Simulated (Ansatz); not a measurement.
# AlH5N2S: the cost of one run

Program: Ansatz 0.2.0, Gaussian basis. Level of theory: PBE0-D4/def2-TZVP structures, single points in def2-TZVPP, no counterpoise correction. These are calculated values, not measurements.

Levels: SPW92, PBE-D4, BLYP-D4, r2SCAN-D4, B97M-V, PBE0-D4, B3LYP-D4, r2SCAN0-D4, BHLYP-D4, CAM-B3LYP-D4, wB97X-V, wB97M-V, B2PLYP, PBE-QIDH, RPA on PBE, Hartree-Fock, MP2, CCSD, CCSD(T).

Cores are frozen in the correlated methods. B3LYP uses VWN-RPA correlation. B2PLYP carries no dispersion term here.

94 further runs of the same task are left out: 94 set aside as unsound or not needed.

### 1 Starting geometry

The complex: 11 atoms, charge 0, spin multiplicity 1.

Atoms are counted from 1 here; the program's logs count them from 0.

Bond lengths: Al1–S2 2.192 Å, Al1–N3 1.763 Å, Al1–N4 1.765 Å, S2–H7 1.344 Å, N3–H8 1.006 Å, N3–H9 1.006 Å, N4–H10 1.006 Å, N4–H11 1.006 Å, H5–H6 0.748 Å. Angles: S2–Al1–N3 117.5°, S2–Al1–N4 120.8°, N3–Al1–N4 121.7°, Al1–S2–H7 93.0°, Al1–N3–H8 124.1°, Al1–N3–H9 125.6°, H8–N3–H9 110.3°, Al1–N4–H10 124.9°, Al1–N4–H11 124.9°, H10–N4–H11 110.2°.

As a file:

```
Al    0.4844   -0.1071    0.2312
S     1.5187    1.8116   -0.0030
N     0.9685   -1.4282   -0.8318
N    -0.7576   -0.3191    1.4677
H    -1.3312    1.3885   -1.7116
H    -1.8385    0.8408   -1.6646
H     1.0394    2.2930    1.1563
H     1.7561   -1.3904   -1.4569
H     0.4998   -2.3145   -0.9145
H    -1.1621    0.4247    2.0107
H    -1.1776   -1.1992    1.7167
```

Its parts: AlH5N2S holds atoms 1, 2, 3, 4, 7, 8, 9, 10, 11; H2 holds atoms 5, 6. Each part counts its atoms afresh in its own runs.

### 2 Relaxing AlH5N2S alone

relax-a/in.yaml reads:

```yaml
crystal:
  periodic: [false, false, false]
  atoms:
    - {symbol: Al, position_ang: [0.484373, -0.107122, 0.231238]}
    - {symbol: S, position_ang: [1.518729, 1.811644, -0.003040]}
    - {symbol: N, position_ang: [0.968510, -1.428175, -0.831831]}
    - {symbol: N, position_ang: [-0.757554, -0.319131, 1.467747]}
    - {symbol: H, position_ang: [1.039443, 2.292982, 1.156277]}
    - {symbol: H, position_ang: [1.756080, -1.390423, -1.456932]}
    - {symbol: H, position_ang: [0.499790, -2.314498, -0.914541]}
    - {symbol: H, position_ang: [-1.162106, 0.424713, 2.010663]}
    - {symbol: H, position_ang: [-1.177631, -1.199178, 1.716674]}
basis:
  gaussian: {orbitals: def2-TZVP}
hamiltonian: {xc: pbe0, dispersion: d4}
relax: {f_tol: 0.005, max_steps: 200}
```

Run with:

```
ansatz run in.yaml --threads 4 --pin off --events-out ev --progress --plain --max-ram 9574MiB
```

**Question.** How long does this run take on 4 threads of Arm Neoverse V1, shared host?

About 17 s.
